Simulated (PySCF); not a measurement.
**SnH₂: a ladder of methods**

Aim: at the PBE0 minimum of singlet SnH₂, found before, compare methods on energies and levels.

Program: PySCF 2.14.0. Level of theory: several methods, basis Sn x2c-TZVPall, H x2c-TZVPall, spin-free X2C, no spin–orbit coupling, density fitting. These are calculated values, not measurements.

**1. The system as given**

3 atoms, charge 0, spin multiplicity 1.

Bond lengths: Sn1–H2 1.774 Å, Sn1–H3 1.774 Å. Angles: H2–Sn1–H3 90.4°.

Coordinates in bohr (charge 0 multiplicity 1):
```
Sn    0.0000    0.0000   -0.0391
H     2.3791    0.0000    2.3237
H    -2.3791    0.0000    2.3237
```

**2. Density, ELF and potential**

The plane holds Sn1 at (0.00, 0.00), H2 at (1.77, 0.00), H3 at (-0.01, 1.77) Å. Columns run from x = -1.95 to 4.05 Å, rows from y = 4.05 (top) to -1.95 Å, in steps of 0.3 Å.

Density (cut at 5 e/Å³):

Ten steps from '0' (0.000 e/Å³) to '9' (5.000 e/Å³), finer at the low end (step k begins (100^(k/10) - 1)/99 of the way up):
```
000000000000000000000
000000000000000000000
000000000000000000000
000000000000000000000
000000110000000000000
000012221100000000000
000123443210000000000
000134664310000000000
001235775321000000000
001235665321100000000
001235554322211000000
012346776433332100000
012469999645543200000
013479999756764210000
123579999756764210000
113469999655543100000
012356776433332100000
012234544322211000000
001223332211100000000
000111211100000000000
000001110000000000000
```

ELF (0 where the density is under 0.005 e/Å³):

Ten even steps from '0' (0.00) to '9' (1.00):
```
000000000000000000000
000000000000000000000
000000000000000000000
000089999700000000000
000899999970000000000
007999999994000000000
027999999994100000000
026999999983000000000
014899999961001000000
013689999731234400000
123454333333689970000
355422332137999997000
676325775239999999000
887337557339999999000
887437557339999999000
998525775249999999000
999742332258999998000
999975433446899980000
999998776533467700000
899999887521122000000
089999986410000000000
```

Electrostatic potential (cut at 20 V):

Ten steps from '0' (-0.69 V) to '9' (20.00 V), finer at the low end (step k begins (100^(k/10) - 1)/99 of the way up):
```
222222222222222222222
222221111112222222222
222211111111122222222
222111111011112222222
221112221000111222222
221123443100011122222
222246775310001112222
222358997410000111222
333358998531000011122
334567887643100001122
345678998764321001112
456799999976543100112
456899999987876311112
457999999998997421112
356999999998997421112
346899999987876321112
235789999976553211122
224578998765332111222
222456676654322112222
212234555543322222222
212223344433322222222
```

Along Sn1–H2 (1.774 Å) the density is least, 0.69 e/Å³, about 1.06 Å from Sn1; ELF there is 0.38.

Making the fields needed 1.3 s of wall time on 2 threads of AMD EPYC 7R43 (Zen 3), shared host.

**3. PBE0**

One driver script runs all steps and calls PySCF; scf.py shows the equivalent input of each level. Each SCF starts from the density of the minimum. The driver also runs the species with one electron less or more at the same geometry; their logs are not shown.

scf.py reads:

```python
from pyscf import gto, scf, dft
mol = gto.M(atom='''
Sn     0.000000     0.000000    -0.020671
H      1.258975    -0.000000     1.229624
H     -1.258975     0.000000     1.229624''',
    basis={'Sn': 'x2c-TZVPall', 'H': 'x2c-TZVPall'},
    nucmod='G',
    charge=0, spin=0)
mf = dft.RKS(mol, xc='PBE0')
mf.grids.atom_grid = (75, 302)
aux = {'Sn': 'AutoAux', 'H': 'AutoAux'}  # AutoAux: made from the orbital basis by basis_set_exchange (get_aux=1)
mf = mf.density_fit(auxbasis=aux).sfx2c1e()
mf.conv_tol = 1e-08
mf.diis_space = 10
mf.max_cycle = 60
mf.verbose = 4
mf.kernel()
```

Command:

```console
$ OMP_NUM_THREADS=2 python axn.py task.json out
```

The log of the run:

```text
init E= -6177.31918991383
  HOMO = -0.243249768244011  LUMO = -0.109091053458911  gap/eV = 3.65064
cycle= 1 E= -6177.31918991383  delta_E=    0  |g|= 1.8e-06  |ddm|= 3.89e-06
  HOMO = -0.243249606309046  LUMO = -0.109090929419466  gap/eV = 3.65064
Extra cycle  E= -6177.31918991383  delta_E= -9.09e-13  |g|= 1.74e-06  |ddm|= 3.68e-06
converged SCF energy = -6177.31918991383
```

This level, with the species of one electron less or more, took 3.9 s.

```
energy                        : -6177.319190 Eh
one electron less (charge +1) : -6176.991078 Eh (doublet, ⟨S²⟩ 0.76)
one electron more (charge -1) : -6177.356789 Eh (doublet, ⟨S²⟩ 0.76)
Mulliken charge of Sn1        : +0.19 e
```

**4. HF**

scf.py: that of step 3 with these lines changed.

```diff
@@ -9,2 +9 @@
-mf = dft.RKS(mol, xc='PBE0')
-mf.grids.atom_grid = (75, 302)
+mf = scf.RHF(mol)
```

The log of the run (excerpt; [...] marks lines left out):

```text
[... the frontier levels of the middle cycles are left out ...]
init E= -6174.87156577802
  HOMO = -0.312128633395062  LUMO = 0.0043042649130598  gap/eV = 8.61058
cycle= 1 E= -6174.88339997948  delta_E= -0.0118  |g|= 0.0438  |ddm|= 0.316
  HOMO = -0.319092643059037  LUMO = -0.00224201373734445  gap/eV = 8.62194
cycle= 2 E= -6174.88402492118  delta_E= -0.000625  |g|= 0.0107  |ddm|= 0.0856
  HOMO = -0.320575427885217  LUMO = -0.00324619959684469  gap/eV = 8.63497
cycle= 3 E= -6174.88409762539  delta_E= -7.27e-05  |g|= 0.00231  |ddm|= 0.0368
cycle= 4 E= -6174.88410120638  delta_E= -3.58e-06  |g|= 0.000737  |ddm|= 0.00825
cycle= 5 E= -6174.88410151941  delta_E= -3.13e-07  |g|= 0.000173  |ddm|= 0.00235
cycle= 6 E= -6174.88410154613  delta_E= -2.67e-08  |g|= 4.56e-05  |ddm|= 0.000732
cycle= 7 E= -6174.88410154695  delta_E= -8.24e-10  |g|= 1.2e-05  |ddm|= 9.69e-05
  HOMO = -0.320656674305667  LUMO = -0.00329693480738058  gap/eV = 8.63580
Extra cycle  E= -6174.88410154701  delta_E= -5.46e-11  |g|= 3.83e-06  |ddm|= 2.07e-05
converged SCF energy = -6174.88410154701
```

This level, with the species of one electron less or more, took 1.6 s.

| Item | Value |
| --- | --- |
| energy | -6174.884102 Eh |
| one electron less (charge +1) | -6174.587749 Eh (doublet, ⟨S²⟩ 0.78) |
| one electron more (charge -1) | -6174.904375 Eh (doublet, ⟨S²⟩ 0.77) |
| Mulliken charge of Sn1 | +0.25 e |

**5. PBE**

scf.py: that of step 4 with these lines changed.

```diff
@@ -9 +9,2 @@
-mf = scf.RHF(mol)
+mf = dft.RKS(mol, xc='PBE')
+mf.grids.atom_grid = (75, 302)
```

The log of the run (excerpt; [...] marks lines left out):

```text
[... the frontier levels of the middle cycles are left out ...]
init E= -6177.23277257884
  HOMO = -0.207527673512538  LUMO = -0.138744463141716  gap/eV = 1.87169
cycle= 1 E= -6177.23428410526  delta_E= -0.00151  |g|= 0.0318  |ddm|= 0.135
  HOMO = -0.208767228838331  LUMO = -0.138726530419571  gap/eV = 1.90590
cycle= 2 E= -6177.23428111644  delta_E= 2.99e-06  |g|= 0.0287  |ddm|= 0.042
  HOMO = -0.207743545888029  LUMO = -0.137910469311257  gap/eV = 1.90025
cycle= 3 E= -6177.2343542754  delta_E= -7.32e-05  |g|= 0.00334  |ddm|= 0.0276
cycle= 4 E= -6177.23435620564  delta_E= -1.93e-06  |g|= 0.00072  |ddm|= 0.00628
cycle= 5 E= -6177.23435646606  delta_E= -2.6e-07  |g|= 0.000238  |ddm|= 0.00165
cycle= 6 E= -6177.23435647712  delta_E= -1.11e-08  |g|= 1.15e-05  |ddm|= 0.00022
cycle= 7 E= -6177.23435647716  delta_E= -4e-11  |g|= 1.47e-06  |ddm|= 2.99e-05
  HOMO = -0.207917663383024  LUMO = -0.138203080991092  gap/eV = 1.89703
Extra cycle  E= -6177.23435647716  delta_E= -1.82e-12  |g|= 1.75e-06  |ddm|= 5.29e-06
converged SCF energy = -6177.23435647716
```

This level, with the species of one electron less or more, took 13 s.

* energy: -6177.234356 Eh
* one electron less (charge +1): -6176.907008 Eh (doublet, ⟨S²⟩ 0.75)
* one electron more (charge -1): -6177.269408 Eh (doublet, ⟨S²⟩ 0.75)
* Mulliken charge of Sn1: +0.20 e

**6. B3LYP**

scf.py: that of step 5 with these lines changed.

```diff
@@ -9 +9 @@
-mf = dft.RKS(mol, xc='PBE')
+mf = dft.RKS(mol, xc='B3LYP')
```

The log of the run:

```text
init E= -6177.74263831726
  HOMO = -0.237483488069211  LUMO = -0.117887369717252  gap/eV = 3.25438
cycle= 1 E= -6177.74319860795  delta_E= -0.00056  |g|= 0.0211  |ddm|= 0.0943
  HOMO = -0.239392785011628  LUMO = -0.120289561671456  gap/eV = 3.24096
cycle= 2 E= -6177.74319727901  delta_E= 1.33e-06  |g|= 0.0222  |ddm|= 0.0527
  HOMO = -0.238364281038247  LUMO = -0.119081419018528  gap/eV = 3.24585
cycle= 3 E= -6177.74326837623  delta_E= -7.11e-05  |g|= 0.000793  |ddm|= 0.0249
  HOMO = -0.238386079806377  LUMO = -0.119035001518881  gap/eV = 3.24771
cycle= 4 E= -6177.74326847083  delta_E= -9.46e-08  |g|= 0.000221  |ddm|= 0.00105
  HOMO = -0.238398934235148  LUMO = -0.119059556411443  gap/eV = 3.24739
cycle= 5 E= -6177.74326848083  delta_E= -9.99e-09  |g|= 3.17e-05  |ddm|= 0.000343
  HOMO = -0.238398223694476  LUMO = -0.119059493523764  gap/eV = 3.24737
Extra cycle  E= -6177.74326848088  delta_E= -5.37e-11  |g|= 3.12e-05  |ddm|= 6.12e-05
converged SCF energy = -6177.74326848088
```

This level, with the species of one electron less or more, needed 6.5 s of wall time on 2 threads of AMD EPYC 7R43 (Zen 3), shared host.

- energy: -6177.743268 Eh
- one electron less (charge +1): -6177.410117 Eh (doublet, ⟨S²⟩ 0.76)
- one electron more (charge -1): -6177.778822 Eh (doublet, ⟨S²⟩ 0.75)
- Mulliken charge of Sn1: +0.25 e

**7. r2SCAN**

scf.py: that of step 6 with these lines changed.

```diff
@@ -9,2 +9,2 @@
-mf = dft.RKS(mol, xc='B3LYP')
-mf.grids.atom_grid = (75, 302)
+mf = dft.RKS(mol, xc='R2SCAN')
+mf.grids.atom_grid = (90, 434)
```

The log of the run:

```text
init E= -6177.67480263987
  HOMO = -0.217373747253156  LUMO = -0.132502654662446  gap/eV = 2.30946
cycle= 1 E= -6177.67548112036  delta_E= -0.000678  |g|= 0.0232  |ddm|= 0.0846
  HOMO = -0.217635701604325  LUMO = -0.133359957070596  gap/eV = 2.29326
cycle= 2 E= -6177.67547209033  delta_E= 9.03e-06  |g|= 0.0237  |ddm|= 0.0367
  HOMO = -0.216854276108625  LUMO = -0.132348389744195  gap/eV = 2.29952
cycle= 3 E= -6177.67553067611  delta_E= -5.86e-05  |g|= 0.00109  |ddm|= 0.0233
  HOMO = -0.216991665544518  LUMO = -0.132482543882134  gap/eV = 2.29961
cycle= 4 E= -6177.67553092518  delta_E= -2.49e-07  |g|= 0.000328  |ddm|= 0.00174
  HOMO = -0.217004104843041  LUMO = -0.132494188438699  gap/eV = 2.29963
cycle= 5 E= -6177.67553095165  delta_E= -2.65e-08  |g|= 2.94e-05  |ddm|= 0.000434
  HOMO = -0.216998586329473  LUMO = -0.132487893773131  gap/eV = 2.29965
cycle= 6 E= -6177.67553095185  delta_E= -1.95e-10  |g|= 5.24e-06  |ddm|= 0.000107
  HOMO = -0.216999366068652  LUMO = -0.132489261471335  gap/eV = 2.29964
Extra cycle  E= -6177.67553095186  delta_E= -9.09e-12  |g|= 5.8e-06  |ddm|= 2.03e-05
converged SCF energy = -6177.67553095186
```

This level, with the species of one electron less or more, took 24 s.

* energy: -6177.675531 Eh
* one electron less (charge +1): -6177.347896 Eh (doublet, ⟨S²⟩ 0.76)
* one electron more (charge -1): -6177.717615 Eh (doublet, ⟨S²⟩ 0.76)
* Mulliken charge of Sn1: +0.23 e

**8. TPSSh**

scf.py: that of step 7 with these lines changed.

```diff
@@ -9 +9 @@
-mf = dft.RKS(mol, xc='R2SCAN')
+mf = dft.RKS(mol, xc='TPSSH')
```

The log of the run:

```text
init E= -6177.42277287111
  HOMO = -0.226726471348886  LUMO = -0.121799097895348  gap/eV = 2.85522
cycle= 1 E= -6177.42312226096  delta_E= -0.000349  |g|= 0.0336  |ddm|= 0.0871
  HOMO = -0.22724687286608  LUMO = -0.123728540550729  gap/eV = 2.81688
cycle= 2 E= -6177.42309739638  delta_E= 2.49e-05  |g|= 0.0359  |ddm|= 0.0721
  HOMO = -0.225773150388947  LUMO = -0.121924940729997  gap/eV = 2.82585
cycle= 3 E= -6177.42326976965  delta_E= -0.000172  |g|= 0.00151  |ddm|= 0.0397
  HOMO = -0.225925844596682  LUMO = -0.121977612055147  gap/eV = 2.82858
cycle= 4 E= -6177.42327004459  delta_E= -2.75e-07  |g|= 0.000348  |ddm|= 0.00128
  HOMO = -0.225947320617633  LUMO = -0.122004339732044  gap/eV = 2.82843
cycle= 5 E= -6177.42327005948  delta_E= -1.49e-08  |g|= 7.02e-05  |ddm|= 0.000381
  HOMO = -0.22594456883448  LUMO = -0.122004572300369  gap/eV = 2.82835
cycle= 6 E= -6177.42327006123  delta_E= -1.74e-09  |g|= 1.2e-05  |ddm|= 0.000117
  HOMO = -0.225941129035714  LUMO = -0.122001057848522  gap/eV = 2.82835
Extra cycle  E= -6177.42327006123  delta_E= 9.09e-13  |g|= 1.51e-05  |ddm|= 4.94e-05
converged SCF energy = -6177.42327006123
```

This level, with the species of one electron less or more, took 18 s.

| Property | Result |
| --- | --- |
| energy | -6177.423270 Eh |
| one electron less (charge +1) | -6177.095289 Eh (doublet, ⟨S²⟩ 0.76) |
| one electron more (charge -1) | -6177.459248 Eh (doublet, ⟨S²⟩ 0.75) |
| Mulliken charge of Sn1 | +0.23 e |

**9. revPBE**

scf.py: that of step 8 with these lines changed.

```diff
@@ -9,2 +9,2 @@
-mf = dft.RKS(mol, xc='TPSSH')
-mf.grids.atom_grid = (90, 434)
+mf = dft.RKS(mol, xc='PBE_R,PBE')
+mf.grids.atom_grid = (75, 302)
```

The log of the run:

```text
init E= -6177.49316007932
  HOMO = -0.206669830420704  LUMO = -0.134416561556201  gap/eV = 1.96611
cycle= 1 E= -6177.49438987725  delta_E= -0.00123  |g|= 0.0273  |ddm|= 0.126
  HOMO = -0.206914713766351  LUMO = -0.134939890219679  gap/eV = 1.95853
cycle= 2 E= -6177.49434380667  delta_E= 4.61e-05  |g|= 0.0286  |ddm|= 0.0515
  HOMO = -0.205960608148142  LUMO = -0.133764037012019  gap/eV = 1.96457
cycle= 3 E= -6177.49446161503  delta_E= -0.000118  |g|= 0.00329  |ddm|= 0.0359
  HOMO = -0.20622747088946  LUMO = -0.134061473692829  gap/eV = 1.96374
cycle= 4 E= -6177.49446412859  delta_E= -2.51e-06  |g|= 0.000739  |ddm|= 0.00569
  HOMO = -0.206222999940117  LUMO = -0.134058843286544  gap/eV = 1.96369
cycle= 5 E= -6177.49446426318  delta_E= -1.35e-07  |g|= 8.29e-05  |ddm|= 0.000924
  HOMO = -0.206208747369735  LUMO = -0.134044105888008  gap/eV = 1.96370
cycle= 6 E= -6177.49446426479  delta_E= -1.6e-09  |g|= 9.39e-06  |ddm|= 0.000177
  HOMO = -0.206210909295567  LUMO = -0.134046954756015  gap/eV = 1.96368
Extra cycle  E= -6177.49446426476  delta_E= 2.09e-11  |g|= 1.25e-05  |ddm|= 4.7e-05
converged SCF energy = -6177.49446426476
```

This level, with the species of one electron less or more, took 11 s.

* energy: -6177.494464 Eh
* one electron less (charge +1): -6177.169725 Eh (doublet, ⟨S²⟩ 0.75)
* one electron more (charge -1): -6177.527489 Eh (doublet, ⟨S²⟩ 0.75)
* Mulliken charge of Sn1: +0.22 e

**10. r2SCAN0**

scf.py: that of step 9 with these lines changed.

```diff
@@ -9,2 +9,2 @@
-mf = dft.RKS(mol, xc='PBE_R,PBE')
-mf.grids.atom_grid = (75, 302)
+mf = dft.RKS(mol, xc='HYB_MGGA_XC_R2SCAN0')
+mf.grids.atom_grid = (90, 434)
```

The log of the run:

```text
init E= -6177.65219251275
  HOMO = -0.249558475743469  LUMO = -0.106076869841232  gap/eV = 3.90433
cycle= 1 E= -6177.65282818416  delta_E= -0.000636  |g|= 0.00619  |ddm|= 0.0676
  HOMO = -0.249509933869345  LUMO = -0.106516714813452  gap/eV = 3.89104
cycle= 2 E= -6177.65283159587  delta_E= -3.41e-06  |g|= 0.00316  |ddm|= 0.00605
  HOMO = -0.249444988647062  LUMO = -0.106312902810586  gap/eV = 3.89482
cycle= 3 E= -6177.65283277737  delta_E= -1.18e-06  |g|= 0.00102  |ddm|= 0.00383
  HOMO = -0.249486389679564  LUMO = -0.106354470427959  gap/eV = 3.89482
cycle= 4 E= -6177.65283288795  delta_E= -1.11e-07  |g|= 0.000123  |ddm|= 0.000726
  HOMO = -0.249484696594799  LUMO = -0.106356964025338  gap/eV = 3.89470
cycle= 5 E= -6177.65283288953  delta_E= -1.58e-09  |g|= 2.9e-05  |ddm|= 0.000144
  HOMO = -0.249487575569831  LUMO = -0.10635954733516  gap/eV = 3.89471
Extra cycle  E= -6177.65283288958  delta_E= -4.46e-11  |g|= 2.8e-05  |ddm|= 6.12e-05
converged SCF energy = -6177.65283288958
```

This level, with the species of one electron less or more, needed 17 s of wall time on 2 threads of AMD EPYC 7R43 (Zen 3), shared host.

* energy: -6177.652833 Eh
* one electron less (charge +1): -6177.324720 Eh (doublet, ⟨S²⟩ 0.76)
* one electron more (charge -1): -6177.696074 Eh (doublet, ⟨S²⟩ 0.76)
* Mulliken charge of Sn1: +0.21 e

**11. All levels side by side**

| level | vertical ionisation energy (eV) | vertical electron affinity (eV) | −ε(HOMO) (eV) | gap (eV) | dipole (D) | wall time |
| --- | --- | --- | --- | --- | --- | --- |
| PBE0 | 8.93 | 1.02 | 6.62 | 3.65 | 0.71 | 3.9 s |
| HF | 8.06 | 0.55 | 8.73 | 8.64 | 0.67 | 1.6 s |
| PBE | 8.91 | 0.95 | 5.66 | 1.90 | 0.75 | 13 s |
| B3LYP | 9.07 | 0.97 | 6.49 | 3.25 | 0.85 | 6.5 s |
| r2SCAN | 8.92 | 1.15 | 5.90 | 2.30 | 0.71 | 24 s |
| TPSSh | 8.92 | 0.98 | 6.15 | 2.83 | 0.77 | 18 s |
| revPBE | 8.84 | 0.90 | 5.61 | 1.96 | 0.78 | 11 s |
| r2SCAN0 | 8.93 | 1.18 | 6.79 | 3.89 | 0.70 | 17 s |

Times are for 2 threads of AMD EPYC 7R43 (Zen 3), shared host; PBE0 starts from its own converged density, so its time is not comparable. A dash stands where a species or a free atom was not run at that level, or the quantity is not defined.

**12. Results**

```
                         quantity                           value
vertical ionisation energy, range    8.06 (HF) to 9.07 (B3LYP) eV
vertical electron affinity, range  0.55 (HF) to 1.18 (r2SCAN0) eV
               orbital gap, range      1.90 (PBE) to 8.64 (HF) eV
```

In words: The vertical ionisation energy spreads over 1.00 eV, from HF to B3LYP; without a CCSD(T) value for it there is no yardstick here. Without diffuse functions electron affinities tend to come out too low.
